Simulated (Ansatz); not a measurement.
# CH6GeS2: a ladder of functionals and wavefunction methods

The task here is to estimate one member of a computed series from the others.

The runs use Ansatz 0.2.0, Gaussian basis; functionals in def2-TZVPP, the program's frozen cores in correlated methods.

Plan: PBE-D4, r2SCAN-D4, PBE0-D4, B3LYP-D4, ωB97X-V, ωB97M-V, B2PLYP; CCSD(T)/def2-TZVPP; MP2/def2-QZVPP; extrapolation to the limit.

**The relaxed structure**

An earlier PBE0-D4 in a triple-zeta def2 set relaxation fixed the geometry.

SMILES `S[CH](S)[GeH3]`, 10 atoms, charge 0, spin multiplicity 1.

Atoms are counted from 1 here; the program's logs count them from 0.

Bond lengths: S1–C2 1.796 Å, S1–H5 1.346 Å, C2–S3 1.817 Å, C2–Ge4 1.978 Å, C2–H6 1.090 Å, S3–H7 1.347 Å, Ge4–H8 1.533 Å, Ge4–H9 1.538 Å, Ge4–H10 1.537 Å. Angles: C2–S1–H5 97.4°, S1–C2–S3 109.0°, S1–C2–Ge4 108.3°, S1–C2–H6 109.4°, S3–C2–Ge4 111.0°, S3–C2–H6 109.9°, Ge4–C2–H6 109.2°, C2–S3–H7 97.1°, C2–Ge4–H8 108.4°, C2–Ge4–H9 110.2°, C2–Ge4–H10 106.9°, H8–Ge4–H9 110.8°, H8–Ge4–H10 110.6°, H9–Ge4–H10 109.9°.

As a file:

```mol
CH6GeS2
  3D, bonds by distance, orders not assigned

 10  9  0  0  0  0  0  0  0  0999 V2000
   -1.6227    0.6554   -1.1140 S   0  0
   -0.0712    0.5518   -0.2154 C   0  0
    1.2989    0.4688   -1.4057 S   0  0
   -0.1199   -1.0668    0.9211 Ge  0  0
   -1.4012    1.8443   -1.7051 H   0  0
    0.0402    1.4313    0.4191 H   0  0
    2.3011    0.4577   -0.5064 H   0  0
   -0.4205   -2.2764    0.0294 H   0  0
   -1.1906   -0.9147    2.0151 H   0  0
    1.2688   -1.2026    1.5648 H   0  0
  1  2  8  0
  2  3  8  0
  2  4  8  0
  1  5  8  0
  2  6  8  0
  3  7  8  0
  4  8  8  0
  4  9  8  0
  4 10  8  0
M  END
```

Set-up of the first run:

Contents of in.yaml:

```yaml
crystal:
  periodic: [false, false, false]
  atoms:
    - {symbol: S, position_ang: [-1.622701, 0.655357, -1.114001]}
    - {symbol: C, position_ang: [-0.071155, 0.551813, -0.215449]}
    - {symbol: S, position_ang: [1.298918, 0.468785, -1.405673]}
    - {symbol: Ge, position_ang: [-0.119886, -1.066826, 0.921148]}
    - {symbol: H, position_ang: [-1.401233, 1.844330, -1.705073]}
    - {symbol: H, position_ang: [0.040223, 1.431273, 0.419132]}
    - {symbol: H, position_ang: [2.301125, 0.457734, -0.506439]}
    - {symbol: H, position_ang: [-0.420455, -2.276386, 0.029363]}
    - {symbol: H, position_ang: [-1.190640, -0.914659, 2.015097]}
    - {symbol: H, position_ang: [1.268804, -1.202621, 1.564795]}
basis:
  gaussian: {orbitals: def2-TZVPP}
hamiltonian: {xc: pbe, dispersion: d4}
output: {forces: true, orbitals: {seedname: orbitals}}
```

On the command line:

```console
ansatz run in.yaml --threads 4 --pin off --events-out ev --progress --plain --max-ram 10444MiB
```

Among the steps run: PBE-D4 (GGA); r2SCAN-D4 (meta-GGA); PBE0-D4 (hybrid); B3LYP-D4 (hybrid); ωB97X-V (range-separated); ωB97M-V (range-separated); B2PLYP (double hybrid); CCSD(T) in def2-TZVPP; MP2 in def2-QZVPP.

One of the session's tables, all rows but one given; the rest of the session is left out.

| method | atomisation energy (kJ/mol) |
| --- | --- |
| PBE-D4 | 2998.6 |
| r2SCAN-D4 | 2976.7 |
| PBE0-D4 | 2961.3 |
| B3LYP-D4 | 2948.1 |
| ωB97X-V | 2993.1 |
| ωB97M-V | 2976.5 |
| B2PLYP | 2910.4 |
| HF/def2-TZVPP | 2077.7 |
| MP2/def2-TZVPP | 2910.9 |
| CCSD/def2-TZVPP | 2850.9 |
| CCSD(T)/def2-TZVPP | 2901.0 |
| MP2/CBS | 2991.6 |
| CCSD(T)/CBS | ? |

Estimate the missing values for CCSD(T)/CBS.

**Answer.** atomisation energy (kJ/mol): 2981.8. In the column «atomisation energy (kJ/mol)» it lies between r2SCAN-D4 (2976.7) and MP2/CBS (2991.6).

Among the levels timed on like hardware and quicker than the yardstick, those that no quicker one beats, quickest first: PBE-D4 (3.1 s, +16.9 kJ/mol); r2SCAN-D4 (6.5 s, -5.1 kJ/mol).

B2PLYP carry no dispersion term (for B3LYP, D4 adds 44.3 kJ/mol).
